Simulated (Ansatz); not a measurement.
# Si₄SnH₁₂: up Jacob's ladder to CCSD(T)

How much do the methods differ for Si₄SnH₁₂? The plan is to run it at one geometry with functionals of several rungs and with coupled cluster, and see how far each lands from CCSD(T) at the basis-set limit for the atomisation energy.

Program: Ansatz 0.2.0, Gaussian basis. Level of theory: functionals in def2-TZVPP, the program's frozen cores in correlated methods. These are calculated values, not measurements.

Levels to be run: LDA (SPW92), PBE-D4, revPBE-D4, BLYP-D4, r2SCAN-D4, B97M-V, PBE0-D4, B3LYP-D4, r2SCANh-D4, r2SCAN0-D4, HSE06-D4, BHLYP-D4, CAM-B3LYP-D4, LC-ωPBE, ωB97X-V, ωB97M-V, B2PLYP, PBE-QIDH; CCSD(T)/def2-SVP; CCSD(T)/def2-TZVPP; MP2/def2-QZVPP; extrapolation to the limit; RPA on PBE.

## 1. Structure used throughout

All runs share one geometry, relaxed beforehand with PBE0-D4 in a triple-zeta def2 set. Sn takes the def2 core potential; no spin-orbit term is included.

SMILES `[SiH3][Sn]([SiH3])([SiH3])[SiH3]`, 17 atoms, charge 0, spin multiplicity 1.

Atoms are counted from 1 here; the program's logs count them from 0.

Bond lengths: Si1–Sn2 2.563 Å, Si1–H6 1.487 Å, Si1–H7 1.487 Å, Si1–H8 1.487 Å, Sn2–Si3 2.563 Å, Sn2–Si4 2.563 Å, Sn2–Si5 2.563 Å, Si3–H9 1.487 Å, Si3–H10 1.487 Å, Si3–H11 1.487 Å, Si4–H12 1.487 Å, Si4–H13 1.487 Å, Si4–H14 1.487 Å, Si5–H15 1.487 Å, Si5–H16 1.487 Å, Si5–H17 1.487 Å. Angles: Sn2–Si1–H6 110.2°, Sn2–Si1–H7 110.3°, Sn2–Si1–H8 110.3°, H6–Si1–H7 108.7°, H6–Si1–H8 108.6°, H7–Si1–H8 108.7°, Si1–Sn2–Si3 109.4°, Si1–Sn2–Si4 109.5°, Si1–Sn2–Si5 109.5°, Si3–Sn2–Si4 109.5°, Si3–Sn2–Si5 109.4°, Si4–Sn2–Si5 109.5°, Sn2–Si3–H9 110.3°, Sn2–Si3–H10 110.3°, Sn2–Si3–H11 110.3°, H9–Si3–H10 108.6°, H9–Si3–H11 108.7°, H10–Si3–H11 108.6° and more.

## 2. LDA

This LDA is Slater exchange with PW92 correlation.

Contents of in.yaml:

```yaml
crystal:
  periodic: [false, false, false]
  atoms:
    - {symbol: Si, position_ang: [-0.384534, 1.384156, -2.120472]}
    - {symbol: Sn, position_ang: [-0.002532, -0.000817, 0.001839]}
    - {symbol: Si, position_ang: [2.467496, 0.130249, 0.673055]}
    - {symbol: Si, position_ang: [-0.637446, -2.443301, -0.444624]}
    - {symbol: Si, position_ang: [-1.451000, 0.928187, 1.901074]}
    - {symbol: H, position_ang: [-0.026293, 2.807252, -1.877855]}
    - {symbol: H, position_ang: [0.455606, 0.865045, -3.232718]}
    - {symbol: H, position_ang: [-1.812455, 1.316536, -2.531388]}
    - {symbol: H, position_ang: [2.708871, -0.664853, 1.906737]}
    - {symbol: H, position_ang: [2.856651, 1.542057, 0.933423]}
    - {symbol: H, position_ang: [3.327465, -0.407185, -0.415070]}
    - {symbol: H, position_ang: [-0.397354, -3.268562, 0.769330]}
    - {symbol: H, position_ang: [0.177925, -2.991485, -1.561345]}
    - {symbol: H, position_ang: [-2.075373, -2.543940, -0.811520]}
    - {symbol: H, position_ang: [-2.891392, 0.847716, 1.538918]}
    - {symbol: H, position_ang: [-1.229524, 0.147531, 3.147642]}
    - {symbol: H, position_ang: [-1.105113, 2.350912, 2.163072]}
basis:
  gaussian: {orbitals: def2-TZVPP}
hamiltonian: {xc: lda}
output: {orbitals: {seedname: orbitals}}
```

On the command line:

```sh
$ ansatz run in.yaml --threads 2 --pin off --events-out ev --progress --plain --max-ram 22528MiB --backend cuda --devices 0, --max-vram 18GiB
```

The runs that follow: PBE-D4 (GGA); revPBE-D4 (GGA); BLYP-D4 (GGA); r2SCAN-D4 (meta-GGA); B97M-V (meta-GGA); B3LYP-D4 (hybrid); r2SCANh-D4 (hybrid); r2SCAN0-D4 (hybrid); HSE06-D4 (hybrid); BHLYP-D4 (hybrid); CAM-B3LYP-D4 (range-separated); LC-ωPBE (range-separated); ωB97X-V (range-separated); ωB97M-V (range-separated); B2PLYP (double hybrid); PBE-QIDH (double hybrid); CCSD(T) in def2-SVP; CCSD(T) in def2-TZVPP; MP2 in def2-QZVPP; RPA on PBE orbitals.

Before running them: what should the planned runs give, taken together? Wanted: atomisation energy, CCSD(T)/CBS; farthest beyond LDA; mean size of error, GGA; mean size of error, meta-GGA; mean size of error, hybrid; mean size of error, range-separated; mean size of error, double hybrid; gap, smallest and largest; T1 diagnostic.

The runs gave:

| quantity | value |
| --- | --- |
| atomisation energy, CCSD(T)/CBS | 49.517 eV |
| functionals within 0.495 eV (1.0 %) | r2SCAN-D4, B97M-V, B3LYP-D4, r2SCANh-D4, CAM-B3LYP-D4, ωB97X-V, ωB97M-V |
| farthest beyond LDA | revPBE-D4 (-1.775 eV) |
| mean size of error, GGA | 1.379 eV |
| mean size of error, meta-GGA | 0.196 eV |
| mean size of error, hybrid | 0.650 eV |
| mean size of error, range-separated | 0.543 eV |
| mean size of error, double hybrid | 1.141 eV |
| gap, smallest and largest | 5.16 eV (LDA (SPW92)), 11.61 eV (LC-ωPBE) |
| T1 diagnostic | 0.0129 |
| triples share of the correlation energy | 3.3 % |

**Reading.** The LDA atomisation energy is off by 4.352 eV (9 %): it overbinds. PBE-D4 is off by -1.180 eV. Double hybrids carry the basis error of their MP2 part in triple zeta, and no dispersion term here, so their miss is partly the set-up's. By mean error the best rung here is meta-GGA (0.196 eV) and the worst beyond LDA is GGA (1.379 eV). Misses under about 0.495 eV are within the doubt on the reference itself, which lacks core-valence correlation, spin-orbit coupling and higher excitations, and its outer-core shells are covered unevenly. All levels share the lack of spin-orbit coupling, which lowers the free heavy atoms and so the true binding. Hartree-Fock recovers 76 % of the binding; the rest is correlation. CCSD(T) in def2-SVP is off by -3.597 eV, more than most functionals: a good method in a small basis is no reference. The gap grows from 5.2 to 11.6 eV across the functionals, mostly with the share of exact exchange. Correlated methods include outer-core shells of Sn, which these sets cover unevenly.
